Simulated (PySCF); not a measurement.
# C4H3BF2S: the cost of one run

The runs use PySCF 2.14.0, with density-fitted response routines of our own; the level of theory stands in each step. All values are computed, except where a source is named. Atoms are numbered from 0 throughout.

## 1. The starting structure

11 atoms, charge 0, multiplicity 1; geometry from: GFN2-xTB. The atoms were then displaced at random by about 0.01 Å, so the start is not that level's minimum.

Bonds of the start (Å): F0–B1 1.32, B1–F2 1.31, B1–C3 1.50, C3–C4 1.46, C4–C5 1.36, C5–S6 1.71, S6–C7 1.71, C7–C3 1.39, C4–H8 1.07, C5–H9 1.07, C7–H10 1.05.

## 2. Geometry optimisation at PBE0-D3(BJ)/def2-SVP

The job: settings as JSON, then the geometry in Å.

```
{"job": {"xc": "PBE0", "basis": "def2-SVP", "d3": "d3bj", "grid": 1, "shake": 0.01, "kind": "geom"}, "charge": 0, "multiplicity": 1}
F      2.750020     0.971540     0.076850
B      1.895960    -0.037960     0.105820
F      2.481890    -1.205560     0.225940
C      0.405250     0.121130     0.006030
C     -0.566450    -0.967060     0.031310
C     -1.852920    -0.549050    -0.065350
S     -1.964760     1.156220    -0.204900
C     -0.263330     1.327010    -0.127760
H     -0.264170    -1.981850     0.159260
H     -2.742380    -1.152180    -0.056730
H      0.159000     2.291920    -0.166130
```

The run is started by

```bash
> OMP_NUM_THREADS=1 python probes_run.py task.json out
```

One launch serves the whole session: the jobs run in the order shown.

**Question.** How long does this first job take on 1 thread of Arm Neoverse N1, shared host, and how much memory does it need?

About 82 s, with a peak of 0.55 GiB.
